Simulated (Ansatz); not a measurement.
The system is NiMoIrPdW.

```
Ni Mo Pd Ir W
1.0
     4.14670    0.00000    0.00000
    -2.07335    3.59115    0.00000
     0.00000    0.00000    5.41629
Ni Mo Pd Ir W
1 1 1 1 1
Direct
  0.00000 0.00000 0.02221
  0.66667 0.33333 0.45996
  0.33333 0.66667 0.74601
  0.33333 0.66667 0.25641
  0.66667 0.33333 0.99985
```

The cell was built by a generator and needn't be a form met in nature.

* Program: Ansatz 0.2.0
* Task: relaxation of cell and atoms
* Functional: PBE
* Dispersion: D3(BJ)
* Potentials or basis: all-electron PAW datasets made for the crystal
* k mesh: 4 × 4 × 3
* Occupations: fermi-dirac, width 0.05 eV
* Spin: collinear spin, ferromagnetic start
* Starting moments: [1.0, 1.0, 0.0, 0.6, 0.0] μB

At the start: volume 16.13 Å³/atom.

Task: How do energy, volume and symmetry change on relaxing?

Result: Over 9 steps the energy falls by 14.0 meV/atom and the volume is 15.53 Å³/atom (-3.7 %); space group P3m1 (No. 156, to 0.05 Å); moment 0.00 μB per cell.

The path:
| step | energy change (eV) | largest force (eV/Å) | volume (Å³) |
| --- | --- | --- | --- |
| 1 | 0.0000 | 0.2713 | 80.66 |
| 2 | -0.0591 | 0.1569 | 78.38 |
| 3 | -0.0615 | 0.0577 | 78.03 |
| 4 | -0.0620 | 0.0602 | 78.03 |
| 5 | -0.0655 | 0.1339 | 77.87 |
| 6 | -0.0684 | 0.0944 | 77.77 |
| 7 | -0.0701 | 0.0167 | 77.66 |
| 8 | -0.0702 | 0.0018 | 77.67 |
| 9 | -0.0702 | 0.0018 | 77.67 |

Final structure:
```
CELL_PARAMETERS angstrom
4.11194 0.00000 0.00000
-2.05597 3.56105 0.00000
0.00000 0.00000 5.30464
ATOMIC_POSITIONS crystal
Ni 0.00000 0.00000 0.99154
Mo 0.66667 0.33333 0.48590
Pd 0.33333 0.66667 0.74698
Ir 0.33333 0.66667 0.25531
W 0.66667 0.33333 0.00471
```

Caveat: the k mesh is coarse (spacing up to 0.44 Å⁻¹), so the values aren't converged; the k mesh is thin for a metal, which can move the energy by tens of meV per atom; the program listed the state as in doubt; pairwise dispersion overbinds metals, which lowers pressure and volume; the starting moments weren't kept.
